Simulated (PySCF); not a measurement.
# C4H12Sn: the cost of one run

The runs use PySCF 2.14.0; levels as typed in each script, gas phase, geometry from GFN2-xTB.

## 1. The system as given

SMILES `C[Sn](C)(C)C`, 17 atoms, charge 0, spin multiplicity 1.

Bond lengths: C1–Sn2 2.194 Å, C1–H6 1.084 Å, C1–H7 1.084 Å, C1–H8 1.083 Å, Sn2–C3 2.194 Å, Sn2–C4 2.195 Å, Sn2–C5 2.194 Å, C3–H9 1.084 Å, C3–H10 1.084 Å, C3–H11 1.083 Å, C4–H12 1.083 Å, C4–H13 1.084 Å, C4–H14 1.084 Å, C5–H15 1.083 Å, C5–H16 1.084 Å, C5–H17 1.084 Å. Angles: Sn2–C1–H6 110.5°, Sn2–C1–H7 110.5°, Sn2–C1–H8 110.5°, H6–C1–H7 108.4°, H6–C1–H8 108.5°, H7–C1–H8 108.5°, C1–Sn2–C3 109.5°, C1–Sn2–C4 109.5°, C1–Sn2–C5 109.5°, C3–Sn2–C4 109.5°, C3–Sn2–C5 109.5°, C4–Sn2–C5 109.4°, Sn2–C3–H9 110.5°, Sn2–C3–H10 110.4°, Sn2–C3–H11 110.5°, H9–C3–H10 108.4°, H9–C3–H11 108.5°, H10–C3–H11 108.5° and more.

Coordinates:

```xyz
17

C    -1.27952   -1.60520   -0.77497
Sn   -0.00010   -0.00005    0.00012
C    -1.25451    1.60865    0.80805
C     1.24717    0.79010   -1.62348
C     1.28748   -0.79319    1.58973
H    -1.92258   -1.23001   -1.56351
H    -0.67541   -2.40924   -1.18022
H    -1.90253   -2.00832    0.01327
H    -0.63786    2.41111    1.19720
H    -1.87752    1.23509    1.61327
H    -1.89757    2.01289    0.03624
H     1.87392    0.00941   -2.03539
H     1.88608    1.58608   -1.25761
H     0.62656    1.18820   -2.41874
H     1.92689   -0.01413    1.98496
H     0.68703   -1.18972    2.40110
H     1.91437   -1.59080    1.20734
```

## 2. Excited states (PBE0/def2-svp)

Contents of input.py:

```python
import numpy as np
from pyscf import gto, scf, dft, tdscf
from pyscf.scf import atom_ks, atom_hf
from scipy.linalg import block_diag

def solve(mol, dm0=None, hcore=None):
    mf = (dft.UKS if mol.spin else dft.RKS)(mol, xc='pbe0')
    mf.grids.level = 3
    mf = mf.density_fit(auxbasis='def2-universal-jkfit')
    mf.conv_tol, mf.max_cycle = 1e-8, 80
    if hcore is not None:
        mf.get_hcore = lambda *args: hcore
    mf.kernel(dm0)
    if not mf.converged:
        mf = mf.newton().run(mf.mo_coeff, mf.mo_occ, max_cycle=30)
    assert mf.converged, 'SCF not converged'
    return mf

mol = gto.M(atom='''
C     -1.27952    -1.60520    -0.77497
Sn    -0.00010    -0.00005     0.00012
C     -1.25451     1.60865     0.80805
C      1.24717     0.79010    -1.62348
C      1.28748    -0.79319     1.58973
H     -1.92258    -1.23001    -1.56351
H     -0.67541    -2.40924    -1.18022
H     -1.90253    -2.00832     0.01327
H     -0.63786     2.41111     1.19720
H     -1.87752     1.23509     1.61327
H     -1.89757     2.01289     0.03624
H      1.87392     0.00941    -2.03539
H      1.88608     1.58608    -1.25761
H      0.62656     1.18820    -2.41874
H      1.92689    -0.01413     1.98496
H      0.68703    -1.18972     2.40110
H      1.91437    -1.59080     1.20734
''', basis='def2-svp', ecp={'Sn': 'def2-svp'}, charge=0, spin=0, verbose=4)
mf = solve(mol)
td = mf.TDA()
td.nstates, td.singlet, td.conv_tol = 6, True, 1e-5
td.kernel()
td.analyze()
x, y = np.array([p[0] for p in td.xy]), np.array([p[1] + 0 * p[0] for p in td.xy])
f, mu = td.oscillator_strength(), td.transition_dipole()
nto = [td.get_nto(state=i + 1, verbose=4) for i in range(len(td.e))]
# spherically averaged free atoms, for the promolecule
atom_ks.AtomSphAverageRKS.init_guess_by_vsap = lambda self, mol=None: self.init_guess_by_minao(mol)  # core potentials
atm = atom_ks.get_atm_nrks(mol, xc='pbe0')
pro = block_diag(*[(atm[a[0]][2] * atm[a[0]][3]) @ atm[a[0]][2].T for a in mol._atom])
np.savez('result.npz', e=td.e, f=f, ok=td.converged, w=[n[0] for n in nto], nto=[n[1] for n in nto], x=x, y=y, c=mf.mo_coeff, occ=mf.mo_occ, eps=mf.mo_energy, pro=pro, mu=mu)
```

Started as:

```bash
$ OMP_NUM_THREADS=1 python input.py
```

Q: Estimate wall time and peak memory on 1 thread of Intel Xeon 6975P-C (Granite Rapids), shared host.

About 2.1 min, with a peak of 0.79 GiB.
